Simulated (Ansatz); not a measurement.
# C₄H₂F₂Zr: up Jacob's ladder to CCSD(T)

One table from this session's results is given with a row withheld; the runs are named, their logs left out.

Program: Ansatz 0.2.0, Gaussian basis. Level of theory: functionals in def2-TZVPP, the program's frozen cores in correlated methods. These are calculated values, not measurements.

The runs, in order: LDA (SPW92), PBE-D4, revPBE-D4, BLYP-D4, r2SCAN-D4, B97M-V, PBE0-D4, B3LYP-D4, r2SCANh-D4, r2SCAN0-D4, HSE06-D4, BHLYP-D4, CAM-B3LYP-D4, LC-ωPBE, ωB97X-V, ωB97M-V, B2PLYP, PBE-QIDH; CCSD(T)/def2-SVP; CCSD(T)/def2-TZVPP; MP2/def2-QZVPP; extrapolation to the limit; RPA on PBE.

1 further run of the same task is left out (for a known fault of the program). Runs told in other sessions of the task aren't counted.

**The geometry**

All runs share one geometry, relaxed beforehand with PBE0-D4 in a triple-zeta def2 set. Zr takes the def2 core potential; no spin-orbit term is included.

9 atoms, charge 0, spin multiplicity 1.

Atoms are counted from 1 here; the program's logs count them from 0.

Bond lengths: C1–C2 1.215 Å, C1–H8 1.068 Å, C2–Zr3 2.174 Å, Zr3–F4 1.887 Å, Zr3–F5 1.887 Å, Zr3–C6 2.174 Å, C6–C7 1.215 Å, C7–H9 1.068 Å. Angles: C2–C1–H8 179.9°, C1–C2–Zr3 179.5°, C2–Zr3–F4 109.4°, C2–Zr3–F5 109.4°, C2–Zr3–C6 109.0°, F4–Zr3–F5 110.1°, F4–Zr3–C6 109.4°, F5–Zr3–C6 109.4°, Zr3–C6–C7 179.4°, C6–C7–H9 179.9°.

Geometry (Å):

```mol
C4H2F2Zr
  3D, bonds by distance, orders not assigned

  9  8  0  0  0  0  0  0  0  0999 V2000
    1.1583   -2.5290    0.8276 C   0  0
    0.8312   -1.5679    0.1596 C   0  0
    0.2363    0.1589   -1.0192 Zr  0  0
   -0.8207   -0.4095   -2.4751 F   0  0
    1.7762    1.0517   -1.6454 F   0  0
   -0.9220    1.5071    0.2322 C   0  0
   -1.5684    2.2535    0.9407 C   0  0
    1.4450   -3.3728    1.4153 H   0  0
   -2.1360    2.9083    1.5642 H   0  0
  1  2  8  0
  2  3  8  0
  3  4  8  0
  3  5  8  0
  3  6  8  0
  6  7  8  0
  1  8  8  0
  7  9  8  0
M  END
```

Set-up of the first run:

Contents of in.yaml:

```yaml
crystal:
  periodic: [false, false, false]
  atoms:
    - {symbol: C, position_ang: [1.158323, -2.529046, 0.827572]}
    - {symbol: C, position_ang: [0.831202, -1.567878, 0.159647]}
    - {symbol: Zr, position_ang: [0.236338, 0.158888, -1.019154]}
    - {symbol: F, position_ang: [-0.820717, -0.409545, -2.475146]}
    - {symbol: F, position_ang: [1.776215, 1.051655, -1.645369]}
    - {symbol: C, position_ang: [-0.922034, 1.507051, 0.232167]}
    - {symbol: C, position_ang: [-1.568380, 2.253460, 0.940750]}
    - {symbol: H, position_ang: [1.445044, -3.372822, 1.415334]}
    - {symbol: H, position_ang: [-2.135992, 2.908256, 1.564199]}
basis:
  gaussian: {orbitals: def2-TZVPP}
hamiltonian: {xc: lda}
output: {orbitals: {seedname: orbitals}}
```

On the command line:

```bash
ansatz run in.yaml --threads 4 --pin off --events-out ev --progress --plain --max-ram 11315MiB
```

Among the steps run: LDA; PBE-D4 (GGA); revPBE-D4 (GGA); BLYP-D4 (GGA); r2SCAN-D4 (meta-GGA); B97M-V (meta-GGA); B3LYP-D4 (hybrid); r2SCANh-D4 (hybrid); r2SCAN0-D4 (hybrid); HSE06-D4 (hybrid); BHLYP-D4 (hybrid); CAM-B3LYP-D4 (range-separated); LC-ωPBE (range-separated); ωB97X-V (range-separated); ωB97M-V (range-separated); B2PLYP (double hybrid); PBE-QIDH (double hybrid).

One table of the session follows, with a row left open; its other results are not shown here.

It belongs to the step «Orbital energies across the functionals». 

```
  functional  HOMO (eV)  LUMO (eV)  gap (eV)
 LDA (SPW92)      -7.49      -3.61      3.88
      PBE-D4      -7.26      -3.33      3.93
   revPBE-D4      -7.17      -3.22      3.96
     BLYP-D4      -7.08      -3.20      3.88
   r2SCAN-D4      -7.49      -3.18      4.31
      B97M-V      -7.43      -3.12      4.31
     PBE0-D4      -8.44      -2.57      5.87
    B3LYP-D4      -8.19      -2.77      5.42
  r2SCANh-D4      -7.94      -2.91      5.03
  r2SCAN0-D4      -8.61      -2.48      6.12
    HSE06-D4          ?          ?         ?
    BHLYP-D4      -9.45      -1.65      7.79
CAM-B3LYP-D4      -9.76      -1.52      8.23
     LC-ωPBE     -11.18      -0.38     10.80
     ωB97X-V     -10.76      -0.46     10.30
     ωB97M-V     -10.64      -0.56     10.08
```

**Question.** Estimate the row for HSE06-D4.

**Answer.** HOMO (eV): -8.04; LUMO (eV): -2.94; gap (eV): 5.10. In the column «HOMO (eV)» it lies between B3LYP-D4 (-8.19) and r2SCANh-D4 (-7.94).
